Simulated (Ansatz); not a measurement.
ClH₆SbSi₂, SMILES [SiH3][Sb]([SiH3])[Cl]: an atomisation energy, run with Ansatz's Python interface.

The script, `tae_clh6sbsi2.py`:
```python
"""Energy to split ClH6SbSi2 into its atoms."""

from collections import Counter

import ansatz as az

BASIS_SET = "def2-SVP"
FUNCTIONAL = "CAM-B3LYP"


def total_energy(molecule, charge=0, unpaired=0):
    calc = molecule.calculation().basis(gaussian=BASIS_SET).functional(FUNCTIONAL)
    if charge:
        calc = calc.charge(charge)
    if unpaired:
        calc = calc.spin("collinear", total=unpaired)
    return calc.run(threads=1).report["free_energy_ev"]

GEOMETRY = """
Si   -1.17370    1.17090   -0.58490
Sb    0.45660   -0.42930   -1.49990
Si    1.42040   -0.74820    0.77880
Cl   -0.98070   -2.25430   -1.18650
H    -2.26760    1.43950   -1.62010
H    -1.82740    0.68420    0.62520
H    -0.51980    2.48610   -0.28040
H     0.40860   -0.92890    1.76100
H     2.33210   -1.91440    0.82740
H     2.23460    0.44340    1.18240
"""

system = az.Crystal.molecule()
for line in GEOMETRY.strip().splitlines():
    symbol, *xyz = line.split()
    system = system.atom(symbol, [float(v) for v in xyz])

# unpaired electrons of the ground-state atoms
unpaired = {"Si": 2, "Sb": 3, "Cl": 1, "H": 1}
counts = Counter(site.symbol for site in system.cartesian_sites)
atom_energy = {s: total_energy(az.Crystal.molecule().atom(s, (0, 0, 0)), 0, unpaired[s]) for s in counts}
whole = total_energy(system, 0, 0)
for s, e in atom_energy.items():
    print(f"{s:2s} x{counts[s]}  {e:14.5f} eV")
print(f"ClH6SbSi2: {whole:.5f} eV")
split = sum(counts[s] * e for s, e in atom_energy.items()) - whole
print(f"atomisation energy (no zero-point term): {96.485332 * split:.1f} kJ/mol, {split / sum(counts.values()):.3f} eV an atom")
```

What does it cost to take this molecule apart into atoms?

2602.8 kJ/mol from the electronic energies, without the zero-point term.

What the script printed:

```console
$ python tae_clh6sbsi2.py
Si x2     -7871.66477 eV
Sb x1     -6536.07603 eV
Cl x1    -12517.36520 eV
H  x6       -13.54842 eV
ClH6SbSi2: -34905.03785 eV
atomisation energy (no zero-point term): 2602.8 kJ/mol, 2.698 eV an atom
```

Caveats:
- Total energies depend on the basis set; only differences at equal settings carry meaning.
- The geometry is a force-field or estimated start, not a minimum of this method, and the basis set is short of its limit. All parts are taken at fixed geometry, without zero-point energy.
- def2 sets replace the cores of elements past krypton by effective core potentials.
- The spin-orbit lowering of heavy atoms is left out.
- Run time: 6.7 s on 1 thread of Intel(R) Xeon(R) Platinum 8488C (Sapphire Rapids), with other jobs on the host, peak memory 0.37 GiB.

(Lines on the test bed's own set-up are left out of the output.)
